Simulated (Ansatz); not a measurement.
# TiSi16: the cost of one run

All numbers below are computed with Ansatz 0.2.0 (DFT PBE, plane waves, PAW, scalar-relativistic, no spin polarisation).

## (1) The starting structure

The cell holds 17 atoms (Si16Ti): a = 7.679 Å, b = 7.679 Å, c = 7.679 Å, α = 60.00°, β = 60.00°, γ = 60.00°.

Structure file:

```xyz
17
Lattice="0.0000 5.4300 5.4300 5.4300 0.0000 5.4300 5.4300 5.4300 0.0000" Properties=species:S:1:pos:R:3 pbc="T T T"
Si    0.0000    0.0000    0.0000
Si    1.3575    1.3575    1.3575
Si    2.7150    2.7150    0.0000
Si    4.0725    4.0725    1.3575
Si    2.7150    0.0000    2.7150
Si    4.0725    1.3575    4.0725
Si    5.4300    2.7150    2.7150
Si    6.7875    4.0725    4.0725
Si    0.0000    2.7150    2.7150
Si    1.3575    4.0725    4.0725
Si    2.7150    5.4300    2.7150
Si    4.0725    6.7875    4.0725
Si    2.7150    2.7150    5.4300
Si    4.0725    4.0725    6.7875
Si    5.4300    5.4300    5.4300
Si    6.7875    6.7875    6.7875
Ti    6.7546    6.7445    9.4371
```

## (2) Relaxing end A

input.yaml

```yaml
crystal:
  lattice:
    - [0.0, 5.43, 5.43]
    - [5.43, 0.0, 5.43]
    - [5.43, 5.43, 0.0]
  atoms:
    - { symbol: Si, position: [0.0, 0.0, 0.0] }
    - { symbol: Si, position: [0.125, 0.125, 0.125] }
    - { symbol: Si, position: [0.0, 0.0, 0.5] }
    - { symbol: Si, position: [0.125, 0.125, 0.625] }
    - { symbol: Si, position: [0.0, 0.5, 0.0] }
    - { symbol: Si, position: [0.125, 0.625, 0.125] }
    - { symbol: Si, position: [0.0, 0.5, 0.5] }
    - { symbol: Si, position: [0.125, 0.625, 0.625] }
    - { symbol: Si, position: [0.5, 0.0, 0.0] }
    - { symbol: Si, position: [0.625, 0.125, 0.125] }
    - { symbol: Si, position: [0.5, 0.0, 0.5] }
    - { symbol: Si, position: [0.625, 0.125, 0.625] }
    - { symbol: Si, position: [0.5, 0.5, 0.0] }
    - { symbol: Si, position: [0.625, 0.625, 0.125] }
    - { symbol: Si, position: [0.5, 0.5, 0.5] }
    - { symbol: Si, position: [0.625, 0.625, 0.625] }
    - { symbol: Ti, position: [0.868046, 0.8699019, 0.3740321] }
basis:
  ecutwfc: 420.0
kpoints:
  mp_grid: { grid: [2, 2, 2] }
hamiltonian:
  xc: pbe
  pseudopotentials: { kind: paw, azcp: { folder: soft_1 } }
scf:
  occupations: { method: gaussian, width: 0.02 }
  lower_state_search: "off"
relax:
  f_tol: 0.03
  max_steps: 60
  adjacent_minimum: "off"
```

The run is started by

```bash
$ ansatz run input.yaml --threads 1 --pin off --max-ram 3072MiB --backend cpu --events-out ev --progress --plain --runs-dir out
```

What time and memory should one allow on 1 thread of Arm Neoverse V2, shared host?

About 56 s, with a peak of 0.56 GiB.
